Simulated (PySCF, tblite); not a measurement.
# C4H12N2Si2: geometry, infrared bands and NMR shifts

Aim: predict the infrared bands and NMR shifts of C4H12N2Si2 (`CN(C)[Si@@](C)([SiH3])C#N`).

Programs: tblite 0.8.0 and PySCF 2.14.0, with density-fitted response routines of our own. Each step states its level of theory. These are calculated values for one molecule in the gas phase, unless marked as measured. Atoms count from 0, in the outputs and in this text.

### Step 1. Starting geometry

20 atoms, charge 0, multiplicity 1; geometry from: force field or distance geometry start.

Bonds of the start (Å): C0–N1 1.48, N1–C2 1.49, N1–Si3 1.76, Si3–C4 1.87, Si3–Si5 2.34, Si3–C6 1.88, C6–N7 1.16, C0–H8 1.10, C0–H9 1.11, C0–H10 1.09, C2–H11 1.09, C2–H12 1.10, C2–H13 1.09, C4–H14 1.09, C4–H15 1.10, C4–H16 1.10, Si5–H17 1.49, Si5–H18 1.48, Si5–H19 1.49.

### Step 2. Relaxing the molecule with GFN2-xTB

Job settings and geometry (Å):

```
{"job": {"kind": "relax", "xc": "GFN2-xTB", "basis": "xTB"}, "charge": 0, "multiplicity": 1}
C      1.276600     1.292300     1.196600
N      0.752200    -0.006500     0.731000
C      1.893200    -0.964100     0.756000
Si    -0.444300    -0.080100    -0.551100
C     -0.962800    -1.859500    -0.811300
Si    -2.398200     1.103400    -0.033700
C      0.200500     0.695300    -2.138400
N      0.611200     1.172300    -3.109400
H      1.808700     1.194900     2.150500
H      0.449300     2.002700     1.389300
H      1.944700     1.739600     0.460100
H      2.603300    -0.740900    -0.039200
H      1.533800    -1.991400     0.634100
H      2.413400    -0.941300     1.712400
H     -0.125000    -2.453400    -1.173400
H     -1.335400    -2.309300     0.118400
H     -1.755000    -1.921000    -1.565700
H     -3.033400     0.532300     1.188700
H     -3.366000     1.007100    -1.146800
H     -2.071900     2.538100     0.228900
```

Started as:

```console
OMP_NUM_THREADS=1 python probes_run.py task.json out
```

This one command runs all jobs of the session in turn.

**Question.** This job is followed by: GFN2-xTB harmonic vibrations, gas phase; GIAO PBE0/pcSseg-1 NMR shielding, non-relativistic, gas phase. Predict these results of the whole session: strongest single infrared mode (GFN2-xTB); zero-point energy (GFN2-xTB); 13C shifts against TMS (PBE0/pcSseg-1, means over atoms taken as alike); 1H shifts against TMS (PBE0/pcSseg-1, means over atoms taken as alike); 15N shifts against NH3 (PBE0/pcSseg-1); 29Si shifts against TMS (PBE0/pcSseg-1).

The runs gave:

| quantity | value |
| --- | --- |
| strongest single infrared mode (GFN2-xTB) | 786 cm⁻¹, 635 km/mol |
| zero-point energy (GFN2-xTB) | 94.5 kcal/mol |
| 13C shifts against TMS (PBE0/pcSseg-1, means over atoms taken as alike) | 126.9, 41.5, 0.9 ppm |
| 1H shifts against TMS (PBE0/pcSseg-1, means over atoms taken as alike) | 3.53, 2.62, 0.54 ppm |
| 15N shifts against NH3 (PBE0/pcSseg-1) | 356.4, 28.3 ppm |
| 29Si shifts against TMS (PBE0/pcSseg-1) | -30.5, -115.7 ppm |

Over 136 steps the energy fell by 0.258 eV; of the close pairs, N1–C2 changed most, 1.490 to 1.444 Å. All 54 modes are real, so the xTB geometry is a minimum. The strongest single mode, at 786 cm⁻¹, is spread over several atoms, H19, H17, H18 among them. GFN2-xTB is a fitted tight-binding method: band positions and strengths are rough. Its intensities can rank the bands wrongly. At PBE0/pcSseg-1: Shielding is most anisotropic at N7 (span 553 ppm, paramagnetic term -428 ppm).
